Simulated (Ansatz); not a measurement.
# ClF₂GeI: small, medium and large basis sets

Aim: see how fast density functionals converge with the basis set for ClF₂GeI.

Program: Ansatz 0.2.0, Gaussian basis. Level of theory: one geometry, several basis sets. These are calculated values, not measurements.

Levels to be run: PBE0-D4/def2-SVP; ωB97M-V/def2-SVP; PBE0-D4/def2-QZVPP; ωB97M-V/def2-QZVPP; the functionals' def2-TZVPP values are taken from earlier runs.

## (1) Structure used throughout

An earlier PBE0-D4 in a triple-zeta def2 set relaxation fixed the geometry. I takes the def2 core potential; no spin-orbit term is included.

5 atoms, charge 0, spin multiplicity 1.

Atoms are counted from 1 here; the program's logs count them from 0.

Bond lengths: F1–Ge2 1.711 Å, Ge2–F3 1.711 Å, Ge2–Cl4 2.107 Å, Ge2–I5 2.454 Å. Angles: F1–Ge2–F3 105.2°, F1–Ge2–Cl4 108.0°, F1–Ge2–I5 110.3°, F3–Ge2–Cl4 108.0°, F3–Ge2–I5 110.3°, Cl4–Ge2–I5 114.6°.

## (2) PBE0-D4 in def2-SVP

in.yaml reads:

```yaml
crystal:
  periodic: [false, false, false]
  atoms:
    - {symbol: F, position_ang: [1.325391, -1.090978, 0.451028]}
    - {symbol: Ge, position_ang: [0.004901, -0.078261, 0.053799]}
    - {symbol: F, position_ang: [-0.862135, 0.122805, 1.514929]}
    - {symbol: Cl, position_ang: [-1.230384, -1.118601, -1.299091]}
    - {symbol: I, position_ang: [0.812027, 2.091336, -0.762164]}
basis:
  gaussian: {orbitals: def2-SVP}
hamiltonian: {xc: pbe0, dispersion: d4}
output: {orbitals: {seedname: orbitals}}
```

On the command line:

```console
$ ansatz run in.yaml --threads 4 --pin off --events-out ev --progress --plain --max-ram 10444MiB
```

After this run come: ωB97M-V in def2-SVP; PBE0-D4 in def2-QZVPP; ωB97M-V in def2-QZVPP.

**Question.** What will the summary of the whole plan be? Wanted: PBE0-D4: double and triple zeta above quadruple; ωB97M-V: double and triple zeta above quadruple.

As calculated:

| quantity | value |
| --- | --- |
| PBE0-D4: double and triple zeta above quadruple | 20.65, 1.94 eV |
| ωB97M-V: double and triple zeta above quadruple | 20.63, 1.86 eV |

What this shows: PBE0-D4 gains 18.71 eV from double to triple zeta, then 1.94 eV more. These are total energies; as a rule much of such shifts cancels in differences, which this series doesn't test.
